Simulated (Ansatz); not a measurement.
# NbCd3: phonons and Grüneisen parameters

Aim: phonons by finite displacements on a 1×1×1 mesh of wavevectors, at three volumes, and the mode Grüneisen parameters. Runs: cell and atoms relaxed (PAW); reference run (PAW); volume scaled by 0.970 (PAW); volume scaled by 1.030 (PAW); mode Grüneisen parameters (PAW).

Computed with Ansatz 0.2.0 (DFT LDA, frozen-core PAW, scalar-relativistic unless said, unless a step's input says otherwise).

2 further runs of the same task are left out: 2 set aside as unsound or not needed.

**1. The structure to begin with**

The structure is cubic, space group Pm-3m (No. 221). The conventional cell has a = 4.215 Å, b = 4.215 Å, c = 4.215 Å, α = 90.00°, β = 90.00°, γ = 90.00°. Nb (site symmetry m-3m) has 12 Cd at 2.98 Å as nearest neighbours. Cd (site symmetry 4/mmm) is surrounded by 4 Nb at 2.98 Å and 8 Cd at 2.98 Å.

As a file:

```xyz
4
Lattice="4.2150 0.0000 0.0000 0.0000 4.2150 0.0000 0.0000 0.0000 4.2150" Properties=species:S:1:pos:R:3 pbc="T T T"
Nb    0.0000    0.0000    0.0000
Cd    0.0000    2.1075    2.1075
Cd    2.1075    0.0000    2.1075
Cd    2.1075    2.1075    0.0000
```

Cartesian axes are those of the input's lattice vectors. The structure goes back to a database entry.

**2. Cell and atoms relaxed, PAW**

Input file input.yaml:

```yaml
crystal:
  lattice:
    - [4.215, 0.0, 0.0]
    - [0.0, 4.215, 0.0]
    - [0.0, 0.0, 4.215]
  atoms:
    - { symbol: Nb, position: [0.0, 0.0, 0.0] }
    - { symbol: Cd, position: [0.0, 0.5, 0.5] }
    - { symbol: Cd, position: [0.5, 0.0, 0.5] }
    - { symbol: Cd, position: [0.5, 0.5, 0.0] }
kpoints:
  mp_grid: { grid: [8, 8, 8] }
scf:
  occupations: { method: fermi_dirac, width: 0.1 }
hamiltonian:
  xc: lda
  pseudopotentials: { kind: paw }
relax:
  f_tol: 0.002
  max_steps: 80
  cell: {}
output:
  forces: true
  stress: true
```

The run is started by

```bash
$ ansatz run input.yaml --threads 1 --pin off --max-ram 3072MiB --backend cpu --events-out ev --progress --plain --runs-dir out
```

**3. Reference run, PAW**

input.yaml, as its differences from that of step 2:

```diff
@@ -2,5 +2,5 @@
   lattice:
-    - [4.215, 0.0, 0.0]
-    - [0.0, 4.215, 0.0]
-    - [0.0, 0.0, 4.215]
+    - [4.18514264687, 0.0, 0.0]
+    - [0.0, 4.18514264687, 0.0]
+    - [0.0, 0.0, 4.18514264687]
   atoms:
@@ -17,8 +17,3 @@
   pseudopotentials: { kind: paw }
-relax:
-  f_tol: 0.002
-  max_steps: 80
-  cell: {}
-output:
-  forces: true
-  stress: true
+phonons:
+  supercell: [1, 1, 1]
```

**4. Volume scaled by 0.970, PAW**

input.yaml, as its differences from that of step 3:

```diff
@@ -2,5 +2,5 @@
   lattice:
-    - [4.18514264687, 0.0, 0.0]
-    - [0.0, 4.18514264687, 0.0]
-    - [0.0, 0.0, 4.18514264687]
+    - [4.14286558825, 0.0, 0.0]
+    - [0.0, 4.14286558825, 0.0]
+    - [0.0, 0.0, 4.14286558825]
   atoms:
```

**5. Volume scaled by 1.030, PAW**

input.yaml, as its differences from that of step 4:

```diff
@@ -2,5 +2,5 @@
   lattice:
-    - [4.14286558825, 0.0, 0.0]
-    - [0.0, 4.14286558825, 0.0]
-    - [0.0, 0.0, 4.14286558825]
+    - [4.22658239781, 0.0, 0.0]
+    - [0.0, 4.22658239781, 0.0]
+    - [0.0, 0.0, 4.22658239781]
   atoms:
```

(Steps that only read results are left out.)

**Question.** What will these runs give? Wanted: highest mode on the mesh, without the LO shift; optical modes at Γ.

**Answer**, as computed:

| quantity | value |
| --- | --- |
| highest mode on the mesh, without the LO shift (PAW) | 197 cm⁻¹ |
| optical modes at Γ | 111 (T2u), 129 (T1u), 197 (T1u) cm⁻¹ |
| mean Grüneisen parameter at 300 K (PAW) | 2.03 |

In words: No mode at Γ is unstable, and no other wavevector was sampled; the highest lies at 197 cm⁻¹ by PAW. Weighted by heat capacity at 300 K the mean Grüneisen parameter of the sampled modes is 2.03; optical modes at Γ alone don't fix the expansion. Each set of modes is computed in the harmonic approximation. Cautions: frozen-core PAW files fitted under PBE, their cores solved anew for the functional of the run; responses of metals move with mesh and smearing; zone-boundary modes aren't tested.
